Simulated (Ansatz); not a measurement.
a series on the Cu3Au structure: Be3Cr, MnBe3, Be3Fe, Be3Co, a table of relaxed lattice constants and trends

Computed with the Python package of Ansatz (0.2.0).

The script, `series.py`:
```python
"""Element substitution on the Cu3Au prototype."""

import warnings

import ansatz as az
import numpy as np


def cu3au(a_site, b_site, a):
    return (
        az.Lattice.cubic(a)
        .space_group(221)
        .atom(a_site, [0, 0, 0])
        .atom(b_site, [0, 0.5, 0.5])
    )


def solve(name, crystal):
    calc = (
        crystal.calculation()
        .functional("pbesol")
        .basis(460)
        .kpoints(spacing=0.33)
        .occupations("cold", width=0.05)
        .spin("collinear")
        .stress()
        .band_table()
    )
    calc = calc.relax(force_tolerance=0.01, max_steps=40, cell=True)
    return calc.run()


def volume_per_atom(outcome):
    return abs(np.linalg.det(outcome.lattice.cell_ang)) / len(outcome.lattice.sites)

# rough a for each member; the cell is relaxed
warnings.simplefilter("ignore")

phases = {}
phases["Be3Cr"] = cu3au("Cr", "Be", 3.25).moments(Cr=3.0)
phases["MnBe3"] = cu3au("Mn", "Be", 3.25).moments(Mn=4.0)
phases["Be3Fe"] = cu3au("Fe", "Be", 3.15).moments(Fe=3.5)
phases["Be3Co"] = cu3au("Co", "Be", 3.07).moments(Co=2.5)

done = {}
for name, crystal in phases.items():
    try:
        done[name] = solve(name, crystal)
    except az.NonConvergedError as error:
        print(name, "did not converge:", str(error)[:120])

rows = [(name, float(np.linalg.norm(o.lattice.cell_ang[0])), volume_per_atom(o), abs(o.report["magnetization_mub"])) for name, o in done.items()]
print("| compound | a (A) | V (A^3/atom) | M (muB/cell) |")
print("| --- | --- | --- | --- |")
for row in rows:
    print(f"| {row[0]} | {row[1]:.3f} | {row[2]:.3f} | {row[3]:.2f} |")
```

```console
$ python series.py
| compound | a (A) | V (A^3/atom) | M (muB/cell) |
| --- | --- | --- | --- |
| Be3Cr | 3.250 | 8.584 | 0.11 |
| MnBe3 | 3.224 | 8.374 | 0.91 |
| Be3Fe | 3.218 | 8.327 | 1.54 |
| Be3Co | 3.196 | 8.158 | 0.00 |
```

From smallest to largest: Be3Co (8.16 Å³), Be3Fe (8.33 Å³), MnBe3 (8.37 Å³) and Be3Cr (8.58 Å³). The largest is 5 % above the smallest.

Reading the output:
- The SCF didn't keep the moments it started from (some shrank, vanished or turned); what is printed is the state reached.
- For the metals among these phases the mesh is modest: differences between phases can be off by up to 40 meV an atom.
- The cells are built on a prototype by substitution; a member may or may not take this structure in nature.
- The script silences warnings, which a real study should read.
- Finished in 36 s on 1 thread of Arm Neoverse V2, with other jobs on the host, peak memory 0.4 GiB.
